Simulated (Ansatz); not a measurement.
TaWC2: equation of state with PBE

Crystal: TaWC2.

```
W Ta C
1.0
     1.57186    0.90751    5.10162
    -1.57186    0.90751    5.10162
     0.00000   -1.81502    5.10162
W Ta C
1 1 2
Direct
  0.00000 0.00000 0.00000
  0.50000 0.50000 0.50000
  0.25093 0.25093 0.25093
  0.74907 0.74907 0.74907
```

The cell comes from a database or a generator and needn't be the stable form of this composition.

- Program: Ansatz 0.2.0
- Task: equation of state
- Functional: PBE
- Potentials or basis: Ansatz PAW
- Cutoff: 420 eV
- Density cutoff: 1680 eV
- k mesh: 10 × 10 × 10
- Occupations: fermi-dirac, width 0.05 eV
- Spin: no spin polarisation

The equilibrium volume is 10.83 Å³/atom and the bulk modulus at fixed shape and positions is 345 GPa. The pressure derivative of the bulk modulus is 4.3.

Energy against volume, from the lowest point:
```csv
volume (Å³/atom),energy (meV/atom)
10.261,35.12
10.479,12.54
10.698,1.21
10.916,0.00
11.134,7.89
11.353,23.97
11.571,47.40
```

All runs of the series together: 20 s on 2 threads of Arm Neoverse V2 (shared host).

Caveat: the cell was scaled at fixed shape and fractional positions, which overstates the stiffness of a crystal with free parameters, most of all of layers and chains. The run has no spin-orbit coupling, so splittings on Ta, W are missing.
